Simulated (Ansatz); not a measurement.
# Two structures of Cu: comparison of enthalpies under pressure in Python

The task here is to estimate one member of a computed series from the others.

Computed with Ansatz 0.2.0, driven from Python. Level of theory: DFT PBEsol, plane waves, PAW.

### The system

Cu Fm-3m: It takes space group Fm-3m (No. 225, cubic). Conventional cell: a = 3.620 Å, b = 3.620 Å, c = 3.620 Å, α = 90.00°, β = 90.00°, γ = 90.00°. Cu (site symmetry m-3m) has 12 Cu at 2.56 Å as nearest neighbours.

Cu Fd-3m: Symmetry: Fd-3m, No. 227, cubic system. Conventional cell: a = 4.970 Å, b = 4.970 Å, c = 4.970 Å, α = 90.00°, β = 90.00°, γ = 90.00°. Cu (site symmetry -43m) is surrounded by 4 Cu at 2.15 Å.

No structure file is read: the coordinates are typed or built in the script.

Set-up of the first run:

transition.py reads:

```python
'''Pressure at which two phases of Cu cross.'''

import ansatz
import numpy as np


def fcc(first, a):
    return (
        ansatz.Lattice.fcc(a)
        .space_group(225)
        .atom(first, [0, 0, 0])
        .primitive()
    )


def diamond(A, a):
    return ansatz.Crystal.diamond(A, a=a)


def compute(name, crystal, pressure=0.0):
    calc = (
        crystal.calculation()
        .functional('pbesol')
        .basis(420)
        .scf(tolerance=1e-09)
        .kpoints(spacing=0.15)
        .occupations('fermi_dirac', width=0.1)
    )
    calc = calc.relax(force_tolerance=0.01, max_steps=60, cell=True, pressure=pressure)
    return calc.run(threads=1)


def volume_per_atom(outcome):
    return abs(np.linalg.det(outcome.lattice.cell_ang)) / len(outcome.lattice.sites)


def main() -> None:
    phases = {}
    phases['fcc'] = fcc('Cu', 3.62)
    phases['diamond'] = diamond('Cu', 4.97)

    # enthalpy per atom at each pressure
    pressures = [0, 5, 10, 20]
    enthalpy, volume = {name: [] for name in phases}, {name: [] for name in phases}
    for p in pressures:
        for name, crystal in phases.items():
            o = compute(name, crystal, pressure=p)
            volume[name].append(volume_per_atom(o))
            enthalpy[name].append(o.report['energy_sigma0_ev'] / len(o.lattice.sites) + p * volume[name][-1] / 160.21766)
    gap = np.array(enthalpy['diamond']) - np.array(enthalpy['fcc'])
    rows = [(p, va, vb, 1000 * d) for p, va, vb, d in zip(pressures, volume['fcc'], volume['diamond'], gap)]
    print('   P (GPa)  V fcc (A^3/atom)  V diamond (A^3/atom)  H(diamond) - H(fcc) (meV/atom)')
    for row in rows:
        print(f'{row[0]:10d}  {row[1]:16.3f}  {row[2]:20.3f}  {row[3]:+30.1f}')
    crossings = [p0 - g0 * (p1 - p0) / (g1 - g0) for p0, p1, g0, g1 in zip(pressures, pressures[1:], gap, gap[1:]) if g0 * g1 < 0]
    print('crossing near', [round(float(p), 1) for p in crossings], 'GPa') if crossings else print('no crossing in this range')


if __name__ == '__main__':
    main()
```

The run is started by

```sh
$ python transition.py
```

One of the session's tables, all rows but one given; the rest of the session is left out.

Enthalpy H = E + pV of the second structure less the first:

```
pressure (GPa)  ΔH (meV/atom)
             0         1200.1
             5              ?
            10         1564.6
            20         1869.5
```

Q: Estimate the row for pressure (GPa) = 5 from the others.

Worked estimate for «ΔH (meV/atom)». A straight line through the neighbours (0, 1200.1) and (10, 1564.6) gives 1200.1 + (1564.6 − 1200.1) × (5 − 0) / (10 − 0) = 1382.3; a parabola fitted to 3 rows on both sides gives 1389.8.

As computed: ΔH (meV/atom): 1392.3. In «ΔH (meV/atom)» the line misses by -10.0 and the parabola by -2.5.

Caveats from the session: Reading the output:
- At a fixed pressure a relaxation lowers the enthalpy F + PV, while F alone can rise.
- Only these two structures are compared, at zero temperature and with their symmetry kept; either may be hypothetical, and another phase may be lower than both. Warnings in the runs' records: stress scf threshold loose.
